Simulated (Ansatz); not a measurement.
# FH2O3Ta: how energies converge with the basis set

One table from this session's results is given with a row withheld; the runs are named, their logs left out.

Method: one geometry, several basis sets; program: Ansatz 0.2.0, Gaussian basis.

The runs, in order: PBE0-D4/def2-SVP; ωB97M-V/def2-SVP; PBE0-D4/def2-QZVPP; ωB97M-V/def2-QZVPP; the functionals' def2-TZVPP values are taken from earlier runs.

**The relaxed structure**

An earlier PBE0-D4 in a triple-zeta def2 set relaxation fixed the geometry. Ta takes the def2 core potential; no spin-orbit term is included.

SMILES `[O]=[Ta]([OH])([OH])[F]`, 7 atoms, charge 0, spin multiplicity 1.

Atoms are counted from 1 here; the program's logs count them from 0.

Bond lengths: O1–Ta2 1.717 Å, Ta2–O3 1.899 Å, Ta2–O4 1.899 Å, Ta2–F5 1.885 Å, O3–H6 0.958 Å, O4–H7 0.958 Å. Angles: O1–Ta2–O3 108.6°, O1–Ta2–O4 108.6°, O1–Ta2–F5 108.7°, O3–Ta2–O4 109.5°, O3–Ta2–F5 110.6°, O4–Ta2–F5 110.6°, Ta2–O3–H6 130.3°, Ta2–O4–H7 130.3°.

Set-up of the first run:

Input file in.yaml:

```yaml
crystal:
  periodic: [false, false, false]
  atoms:
    - {symbol: O, position_ang: [-1.389975, -1.146852, 0.077769]}
    - {symbol: Ta, position_ang: [-0.287936, 0.167792, 0.160276]}
    - {symbol: O, position_ang: [1.225017, -0.371949, 1.172654]}
    - {symbol: O, position_ang: [0.255031, 0.615363, -1.603286]}
    - {symbol: F, position_ang: [-1.149854, 1.629211, 0.981236]}
    - {symbol: H, position_ang: [1.413194, -1.202200, 1.611111]}
    - {symbol: H, position_ang: [-0.004378, 0.240635, -2.445460]}
basis:
  gaussian: {orbitals: def2-SVP}
hamiltonian: {xc: pbe0, dispersion: d4}
output: {orbitals: {seedname: orbitals}}
```

On the command line:

```bash
> ansatz run in.yaml --threads 4 --pin off --events-out ev --progress --plain --max-ram 10444MiB
```

Steps of the session up to this table: PBE0-D4 in def2-SVP; ωB97M-V in def2-SVP; PBE0-D4 in def2-QZVPP; ωB97M-V in def2-QZVPP.

One of the session's tables, all rows but one given; the rest of the session is left out.

| functional | basis | HOMO (eV) |
| --- | --- | --- |
| PBE0-D4 | def2-SVP | -9.52 |
| PBE0-D4 | def2-TZVPP | ? |
| PBE0-D4 | def2-QZVPP | -9.56 |
| ωB97M-V | def2-SVP | -11.94 |
| ωB97M-V | def2-TZVPP | -11.94 |
| ωB97M-V | def2-QZVPP | -11.98 |

Q: Estimate the row for PBE0-D4, def2-TZVPP from the others.

As computed: HOMO (eV): -9.53. In the column «HOMO (eV)» it lies between PBE0-D4, def2-QZVPP (-9.56) and PBE0-D4, def2-SVP (-9.52).
